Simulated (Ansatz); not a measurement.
**SiGeH₃ (quartet): from Hartree-Fock to the top rungs, cc-pVTZ**

How much of the correlation energy of SiGeH₃ (quartet) does each wave-function method recover here?

The runs use Ansatz 0.2.0, Gaussian basis; cc-pVTZ, core rule «outside noble gas», up to 19 orbitals frozen.

The runs, in order: UHF; CCSD(T) on ROHF; CCSD(T) on UHF; BCCD(T) on ROHF; CCSDT(Q) on ROHF; CCSDT(Q) on UHF; CASSCF and NEVPT2, 11 electrons in 11 orbitals.

5 further runs of the same task are left out: 5 set aside as unsound or not needed.

**1. The geometry**

The geometry is a PBE0/def2-TZVP stationary point (not a proven minimum) of the parent state, kept for this charge and spin. No spin-orbit coupling is included. The filled d shell of Ge may be among the frozen orbitals whatever the setting's name suggests; the logs give the count.

5 atoms, charge 0, spin multiplicity 4.

Atoms are counted from 1 here; the program's logs count them from 0.

Bond lengths: Si1–Ge2 2.352 Å, Si1–H3 1.492 Å, Si1–H4 1.492 Å, Ge2–H5 1.595 Å. Angles: Ge2–Si1–H3 129.6°, Ge2–Si1–H4 123.5°, H3–Si1–H4 106.9°, Si1–Ge2–H5 86.6°.

**2. UHF**

Contents of in.yaml:

```yaml
crystal:
  periodic: [false, false, false]
  atoms:
    - {symbol: Si, position_ang: [0.000000, 0.018056, 1.651607]}
    - {symbol: Ge, position_ang: [0.000000, -0.028376, -0.700224]}
    - {symbol: H, position_ang: [0.000000, 1.185718, 2.580640]}
    - {symbol: H, position_ang: [0.000000, -1.209392, 2.499223]}
    - {symbol: H, position_ang: [0.000000, 1.565561, -0.637062]}
basis:
  gaussian: {orbitals: cc-pVTZ}
magnetization: {spin_polarized: true, initial_magnetization: 3}
hamiltonian: {xc: hf}
output: {orbitals: {seedname: orbitals}}
```

The run is started by

```
ansatz run in.yaml --threads 1 --pin off --events-out ev --progress --plain --max-ram 2816MiB --backend cpu
```

Further steps of the session: CCSD(T) on ROHF; CCSD(T) on UHF; BCCD(T) on ROHF; CCSDT(Q) on ROHF; CCSDT(Q) on UHF; CASSCF and NEVPT2, 11 electrons in 11 orbitals.

**Question.** What will the summary of the whole plan be? Wanted: UCCSDT(Q) below the RHF energy; RMP2 from UCCSDT(Q); UMP2 from UCCSDT(Q); RCCSD from UCCSDT(Q); RCCSD(T) from UCCSDT(Q); UCCSD(T) from UCCSDT(Q); RCCSDT(Q) from UCCSDT(Q); NEVPT2 valence from UCCSDT(Q); T1 diagnostic.

The runs gave:

```
                         quantity                      value
   UCCSDT(Q) below the RHF energy                 -6.5421 eV
              RMP2 from UCCSDT(Q)            +30.34 kcal/mol
              UMP2 from UCCSDT(Q)            +30.68 kcal/mol
             RCCSD from UCCSDT(Q)             +6.91 kcal/mol
          RCCSD(T) from UCCSDT(Q)             +1.52 kcal/mol
          UCCSD(T) from UCCSDT(Q)             +1.22 kcal/mol
         RCCSDT(Q) from UCCSDT(Q)             +0.32 kcal/mol
    NEVPT2 valence from UCCSDT(Q)            +30.40 kcal/mol
levels within 1 kcal/mol (43 meV)  RCCSDT, UCCSDT, RCCSDT(Q)
                    T1 diagnostic                      0.026
   effectively unpaired electrons                       3.03
```

RCCSD(T) lands +1.52 kcal/mol from the yardstick (1.0 % of the correlation energy). One determinant dominates. These misses are within one basis, not against nature; the frozen cores of restricted and unrestricted runs differ, which can shift their rows.
